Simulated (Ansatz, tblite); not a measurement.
# GeEt(OEt)3 (C₈H₂₀GeO₃): one state, many levels

Aim: run the singlet of GeEt(OEt)3 (C₈H₂₀GeO₃) at one geometry on many levels, and compare frontier levels, spin and run time.

The runs use Ansatz 0.2.0, Gaussian basis; as each input shows.

Plan: GFN1-xTB, GFN2-xTB, PBE-D4/def2-TZVP, r2SCAN-D4/def2-TZVP, PBE-D4/def2-SVP, PBE0-D4/def2-SVP, HF/STO-3G, HF/6-31G, B3LYP-D4/6-31G, MP2/def2-SVP.

5 further runs of the same task are left out: 3 that didn't finish, 2 set aside as unsound or not needed. Runs told in other sessions of the task aren't counted.

## 1. The relaxed structure

The singlet was relaxed beforehand with PBE-D4/def2-SVP.

32 atoms, charge 0, spin multiplicity 1.

Bond lengths: Ge1–C2 1.952 Å, Ge1–O9 1.790 Å, Ge1–O17 1.807 Å, Ge1–O25 1.795 Å, C2–C3 1.533 Å, C2–H4 1.110 Å, C2–H5 1.110 Å, C3–H6 1.110 Å, C3–H7 1.108 Å, C3–H8 1.109 Å, O9–C10 1.428 Å, C10–C11 1.523 Å, C10–H12 1.114 Å, C10–H13 1.113 Å, C11–H14 1.110 Å, C11–H15 1.109 Å, C11–H16 1.109 Å, O17–C18 1.425 Å and more. Angles: C2–Ge1–O9 112.8°, C2–Ge1–O17 115.4°, C2–Ge1–O25 105.2°, O9–Ge1–O17 103.4°, O9–Ge1–O25 108.4°, O17–Ge1–O25 111.6°, Ge1–C2–C3 111.7°, Ge1–C2–H4 107.0°, Ge1–C2–H5 107.2°, C3–C2–H4 111.6°, C3–C2–H5 112.0°, H4–C2–H5 107.1°, C2–C3–H6 111.3°, C2–C3–H7 111.1°, C2–C3–H8 111.2°, H6–C3–H7 107.9°, H6–C3–H8 107.8°, H7–C3–H8 107.4° and more.

Coordinates:

```
Ge    0.20655   -0.09125    0.87527
C    -0.16858    0.08597    2.78230
C     0.80454   -0.74002    3.63117
H    -1.21982   -0.23490    2.93667
H    -0.11830    1.16727    3.02686
H     0.58655   -0.63258    4.71377
H     0.74050   -1.81678    3.37681
H     1.85325   -0.42172    3.46375
O     1.90941    0.27764    0.46683
C     2.27684    1.32150   -0.43554
C     2.21401    0.88527   -1.89349
H     1.63781    2.22234   -0.29076
H     3.31758    1.61000   -0.16732
H     2.58525    1.69160   -2.55981
H     2.83684   -0.01675   -2.06243
H     1.16906    0.65660   -2.18518
O    -0.73156    1.01162   -0.20634
C    -2.15476    1.03313   -0.14217
C    -2.67825    1.97672   -1.21317
H    -2.57516    0.00999   -0.29783
H    -2.50328    1.37287    0.86455
H    -3.78524    2.03512   -1.18182
H    -2.26739    2.99637   -1.06611
H    -2.37405    1.62841   -2.22134
O    -0.10637   -1.81612    0.49144
C     0.31408   -2.38532   -0.74703
C    -0.68461   -2.13472   -1.87137
H     1.32102   -2.00251   -1.03393
H     0.42451   -3.47854   -0.57171
H    -0.36965   -2.65011   -2.80238
H    -1.68944   -2.51052   -1.59006
H    -0.77133   -1.05060   -2.08961
```

PBE0-D4/def2-TZVP was run before; its log isn't repeated, and its numbers join the tables.

## 2. GFN1-xTB

Tight binding, by tblite at 300 K electronic temperature and without a spin-polarisation term:

```python
tblite.interface.Calculator('GFN1-xTB', numbers, positions, charge=0, uhf=0).singlepoint()
```

Energy -1183.6111 eV, HOMO -11.68 eV, LUMO -4.73 eV; 0.028 s.

## 3. GFN2-xTB

Tight binding, by tblite at 300 K electronic temperature and without a spin-polarisation term:

```python
tblite.interface.Calculator('GFN2-xTB', numbers, positions, charge=0, uhf=0).singlepoint()
```

Energy -1129.2649 eV, HOMO -10.84 eV, LUMO -4.56 eV; 0.018 s.

## 4. PBE-D4/def2-TZVP

start.molden holds the orbitals of an earlier run on this state, given as this run's starting guess.

File in.yaml:

```yaml
crystal:
  periodic: [false, false, false]
  atoms:
    - {symbol: Ge, position_ang: [0.206549, -0.091253, 0.875274]}
    - {symbol: C, position_ang: [-0.168583, 0.085972, 2.782300]}
    - {symbol: C, position_ang: [0.804539, -0.740016, 3.631172]}
    - {symbol: H, position_ang: [-1.219818, -0.234901, 2.936667]}
    - {symbol: H, position_ang: [-0.118304, 1.167266, 3.026861]}
    - {symbol: H, position_ang: [0.586554, -0.632579, 4.713765]}
    - {symbol: H, position_ang: [0.740504, -1.816777, 3.376806]}
    - {symbol: H, position_ang: [1.853250, -0.421717, 3.463747]}
    - {symbol: O, position_ang: [1.909411, 0.277636, 0.466834]}
    - {symbol: C, position_ang: [2.276838, 1.321503, -0.435543]}
    - {symbol: C, position_ang: [2.214009, 0.885274, -1.893493]}
    - {symbol: H, position_ang: [1.637806, 2.222340, -0.290758]}
    - {symbol: H, position_ang: [3.317579, 1.610002, -0.167322]}
    - {symbol: H, position_ang: [2.585252, 1.691603, -2.559808]}
    - {symbol: H, position_ang: [2.836840, -0.016749, -2.062435]}
    - {symbol: H, position_ang: [1.169061, 0.656604, -2.185180]}
    - {symbol: O, position_ang: [-0.731562, 1.011617, -0.206343]}
    - {symbol: C, position_ang: [-2.154762, 1.033134, -0.142170]}
    - {symbol: C, position_ang: [-2.678251, 1.976720, -1.213169]}
    - {symbol: H, position_ang: [-2.575162, 0.009985, -0.297831]}
    - {symbol: H, position_ang: [-2.503280, 1.372865, 0.864549]}
    - {symbol: H, position_ang: [-3.785237, 2.035119, -1.181825]}
    - {symbol: H, position_ang: [-2.267389, 2.996371, -1.066113]}
    - {symbol: H, position_ang: [-2.374054, 1.628411, -2.221339]}
    - {symbol: O, position_ang: [-0.106365, -1.816116, 0.491443]}
    - {symbol: C, position_ang: [0.314080, -2.385325, -0.747027]}
    - {symbol: C, position_ang: [-0.684606, -2.134723, -1.871374]}
    - {symbol: H, position_ang: [1.321016, -2.002505, -1.033934]}
    - {symbol: H, position_ang: [0.424514, -3.478538, -0.571705]}
    - {symbol: H, position_ang: [-0.369651, -2.650115, -2.802383]}
    - {symbol: H, position_ang: [-1.689441, -2.510517, -1.590056]}
    - {symbol: H, position_ang: [-0.771327, -1.050600, -2.089608]}
basis:
  gaussian: {orbitals: def2-TZVP, initial_orbitals: start.molden}
hamiltonian: {xc: pbe, dispersion: d4}
scf: {omitted_lower_state_checks: [starts]}
output: {orbitals: {seedname: orbitals}}
```

Command:

```bash
$ ansatz run in.yaml --threads 4 --pin off --events-out ev --progress --plain --max-ram 6963MiB
```

The runs that follow: r2SCAN-D4/def2-TZVP; PBE-D4/def2-SVP; PBE0-D4/def2-SVP; HF/STO-3G; HF/6-31G; B3LYP-D4/6-31G; MP2/def2-SVP.

Before running them: what should the planned runs give, taken together? Wanted: gap in def2-TZVP, named functionals, smallest and largest; correlation energy, MP2/def2-SVP; binding an atom, functionals in def2-TZVP; PBE0 total energy, smallest basis above largest.

**Answer**, as computed:

| quantity | value |
| --- | --- |
| gap in def2-TZVP, named functionals, smallest and largest | 5.75 eV (PBE-D4), 8.22 eV (PBE0-D4) |
| correlation energy, MP2/def2-SVP | -52.68 eV |
| binding an atom, functionals in def2-TZVP | 4.08 (r2SCAN-D4) to 4.15 eV (PBE-D4) |
| PBE0 total energy, smallest basis above largest | 23.60 eV (def2-SVP, def2-TZVP) |

Over the named functionals in def2-TZVP the gap runs from 5.75 eV (PBE-D4) to 8.22 eV (PBE0-D4); exact exchange widens it.
